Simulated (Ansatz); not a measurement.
# GeClF (SMILES [F][Ge][Cl]): BLYP/def2-TZVP

Aim: the vertical ionisation energy of GeClF at BLYP/def2-TZVP, from 2 runs. 

The calculation is run with Ansatz 0.2.0.

33 further runs of the same task are left out: 33 set aside as unsound or not needed.

## Step 1: The molecule

GeClF: 3 atoms, total charge 0, spin state singlet. As SMILES, `[F][Ge][Cl]`. The coordinates come from a PBE0-D4/def2-TZVP relaxation.

Bond lengths: F1–Ge2 1.748 Å, Ge2–Cl3 2.180 Å. Angles: F1–Ge2–Cl3 98.3°.

## Step 2: The energy at BLYP/def2-TZVP

Input file job.yaml:

```yaml
crystal:
  periodic: [false, false, false]
  atoms:
    - {symbol: F, position_ang: [0.110400, 1.418700, 0.206200]}
    - {symbol: Ge, position_ang: [-0.762800, 0.035600, -0.410300]}
    - {symbol: Cl, position_ang: [0.641600, -1.519100, 0.191000]}
basis:
  gaussian:
    orbitals: def2-TZVP
hamiltonian:
  xc: {name: BLYP}
accuracy: high
output:
  orbitals: {seedname: orbitals}
```

Command:

```bash
$ ansatz run job.yaml --threads 1 --pin off --max-ram 3480MiB --events-out events.jsonl --progress --plain --runs-dir runs
```

The log of the run:

```text
Warning: RAYON_NUM_THREADS=1 ignored (pool sized by the plan → 1); use --threads N
Functional definition: BLYP
  name "BLYP"
  parameter beta = 0.0042
  parameter a = 0.04918
  parameter b = 0.132
  parameter c = 0.2533
  parameter d = 0.349
  exchange = b88_x(beta = beta)
  correlation = lyp_c(a = a, b = b, c = c, d = d)
1709 factors; integrals over basis functions are off by at most 4.6e-9 eV
mean field evaluation 1: about -71759.7774 eV, gradient 5.0e1 eV
mean field evaluation 2: about -71704.6277 eV, gradient 1.8e2 eV
mean field evaluation 4: about -71762.8000 eV, gradient 1.5e1 eV
mean field evaluation 8: about -71763.2846 eV, gradient 2.4e-1 eV
mean field evaluation 16: about -71763.2847 eV, gradient 4.4e-5 eV
mean field -71763.28473780 eV, -2637.2520712127 hartree, gradient 3.3e-8 eV, S^2 0.000000; 0 other end points of the search recorded, 0 dependent functions left out
reference -71763.28477686 eV, -2637.2520726480 hartree; 29, 29 occupied and 87, 87 virtual orbitals, 1709 factors
Total energy: -71763.28477686 eV, -2637.2520726480 hartree
```

It took 5.4 s on 1 thread of Arm Neoverse V2, shared host; peak memory 0.24 GiB.

## Step 3: The doublet cation, same level

job.yaml: that of step 2 with these lines changed.

```diff
@@ -7,8 +7,7 @@
 basis:
-  gaussian:
-    orbitals: def2-TZVP
-hamiltonian:
-  xc: {name: BLYP}
+  gaussian: {orbitals: def2-TZVP}
+total_charge: 1
+magnetization: {spin_polarized: true, initial_magnetization: 1}
+hamiltonian: {xc: {name: BLYP}}
 accuracy: high
-output:
-  orbitals: {seedname: orbitals}
+output: {orbitals: {seedname: orbitals}}
```

Command:

```bash
$ ansatz run job.yaml --threads 1 --pin off --max-ram 3480MiB --events-out events.jsonl --progress --plain --runs-dir runs
```

The log of the run (excerpt; [...] marks lines left out):

```text
Warning: RAYON_NUM_THREADS=1 ignored (pool sized by the plan → 1); use --threads N
[... 9 set-up lines as earlier in the session ...]
1709 factors; integrals over basis functions are off by at most 4.6e-9 eV
mean field evaluation 1: about -71737.1416 eV, gradient 7.0e1 eV
mean field evaluation 2: about -71479.4953 eV, gradient 1.9e2 eV
mean field evaluation 4: about -71745.2482 eV, gradient 3.5e1 eV
mean field evaluation 8: about -71752.7396 eV, gradient 3.6e-1 eV
mean field evaluation 16: about -71752.7383 eV, gradient 5.4e-4 eV
mean field evaluation 32: about -71752.1136 eV, gradient 2.8e0 eV
mean field evaluation 64: about -71752.1136 eV, gradient 2.8e0 eV
mean field -71752.73830181 eV, -2636.8644968386 hartree, gradient 7.5e-8 eV, S^2 0.752854; 6 other end points of the search recorded, 0 dependent functions left out
reference -71752.73834156 eV, -2636.8644982994 hartree; 29, 28 occupied and 87, 88 virtual orbitals, 1709 factors
Total energy: -71752.73834156 eV, -2636.8644982994 hartree
```

It took 20 s on 1 thread of Arm Neoverse V2, shared host; peak memory 0.3 GiB.

## Step 4: What came out

Level: BLYP/def2-TZVP.

```
                                          quantity           value
                       singlet GeClF: total energy  -2637.25207 Eh
                        singlet GeClF: HOMO energy        -7.14 eV
                        singlet GeClF: LUMO energy        -3.50 eV
                      singlet GeClF: HOMO–LUMO gap         3.64 eV
                      doublet cation: total energy  -2636.86450 Eh
doublet cation: HOMO energy (highest over α and β)       -14.64 eV
 doublet cation: LUMO energy (lowest over α and β)       -13.98 eV
                              doublet cation: ⟨S²⟩           0.753
vertical ionisation energy (to the doublet cation)       10.546 eV
```

In words: The vertical ionisation energy comes to 10.55 eV (1018 kJ/mol). The negative HOMO energy of the first species, 7.14 eV, lies 3.41 eV below that difference.
